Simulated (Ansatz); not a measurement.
# C2H6GeO: one species, many methods

The task here is to estimate one member of a computed series from the others.

Method: functionals in def2-TZVPP, the program's frozen cores in correlated methods; program: Ansatz 0.2.0, Gaussian basis.

The runs, in order: PBE-D4, r2SCAN-D4, PBE0-D4, B3LYP-D4, ωB97X-V, ωB97M-V, B2PLYP; CCSD(T)/def2-TZVPP; MP2/def2-QZVPP; extrapolation to the limit.

**Structure used throughout**

An earlier PBE0-D4 in a triple-zeta def2 set relaxation fixed the geometry.

SMILES `[GeH3][CH]1CO1`, 10 atoms, charge 0, spin multiplicity 1.

Atoms are counted from 1 here; the program's logs count them from 0.

Bond lengths: Ge1–C2 1.955 Å, Ge1–H5 1.539 Å, Ge1–H6 1.536 Å, Ge1–H7 1.536 Å, C2–C3 1.464 Å, C2–O4 1.428 Å, C2–H8 1.090 Å, C3–O4 1.412 Å, C3–H9 1.088 Å, C3–H10 1.087 Å. Angles: C2–Ge1–H5 109.6°, C2–Ge1–H6 110.0°, C2–Ge1–H7 108.1°, H5–Ge1–H6 109.1°, H5–Ge1–H7 110.0°, H6–Ge1–H7 110.0°, Ge1–C2–C3 121.3°, Ge1–C2–O4 115.9°, Ge1–C2–H8 117.2°, C3–C2–O4 58.4°, C3–C2–H8 116.5°, O4–C2–H8 113.5°, C2–C3–O4 59.5°, C2–C3–H9 119.8°, C2–C3–H10 119.2°, O4–C3–H9 115.5°, O4–C3–H10 115.2°, H9–C3–H10 115.5° and more.

The first run:

in.yaml reads:

```yaml
crystal:
  periodic: [false, false, false]
  atoms:
    - {symbol: Ge, position_ang: [0.007572, 1.461945, 0.156140]}
    - {symbol: C, position_ang: [-0.566645, -0.402083, 0.022091]}
    - {symbol: C, position_ang: [0.383911, -1.471248, -0.290936]}
    - {symbol: O, position_ang: [-0.070865, -1.282088, 1.032204]}
    - {symbol: H, position_ang: [-0.320234, 2.199701, -1.153809]}
    - {symbol: H, position_ang: [-0.720287, 2.153375, 1.318947]}
    - {symbol: H, position_ang: [1.523603, 1.477890, 0.402587]}
    - {symbol: H, position_ang: [-1.608814, -0.585059, -0.239483]}
    - {symbol: H, position_ang: [1.430285, -1.230059, -0.465062]}
    - {symbol: H, position_ang: [0.024474, -2.373675, -0.779679]}
basis:
  gaussian: {orbitals: def2-TZVPP}
hamiltonian: {xc: pbe, dispersion: d4}
output: {forces: true, orbitals: {seedname: orbitals}}
```

Command:

```console
$ ansatz run in.yaml --threads 4 --pin off --events-out ev --progress --plain --max-ram 10444MiB
```

Among the steps run: PBE-D4 (GGA); r2SCAN-D4 (meta-GGA); PBE0-D4 (hybrid); B3LYP-D4 (hybrid); ωB97X-V (range-separated); ωB97M-V (range-separated); B2PLYP (double hybrid); CCSD(T) in def2-TZVPP; MP2 in def2-QZVPP.

One of the session's tables, all rows but one given; the rest of the session is left out.

```
            method  atomisation energy (eV)
            PBE-D4                   36.683
         r2SCAN-D4                   36.084
           PBE0-D4                   35.983
          B3LYP-D4                        ?
           ωB97X-V                   36.144
           ωB97M-V                   35.917
            B2PLYP                   35.486
     HF/def2-TZVPP                   25.351
    MP2/def2-TZVPP                   35.630
   CCSD/def2-TZVPP                   34.611
CCSD(T)/def2-TZVPP                   35.187
           MP2/CBS                   36.438
       CCSD(T)/CBS                   35.995
```

Q: Estimate the row for B3LYP-D4 from the others.

The run gave: atomisation energy (eV): 35.778. In the column «atomisation energy (eV)» it lies between MP2/def2-TZVPP (35.630) and ωB97M-V (35.917).

Among the levels timed on like hardware and quicker than the yardstick, those that no quicker one beats, quickest first: PBE-D4 (1.5 s, +0.689 eV); PBE0-D4 (1.8 s, -0.011 eV).

B2PLYP carry no dispersion term (for B3LYP, D4 adds 0.284 eV).

Caveats from the session: Free atoms (1 Ge, 2 C, 1 O, 6 H) were run apart at each level; the atomisation energy is their sum less the molecule, without zero-point or spin-orbit terms.
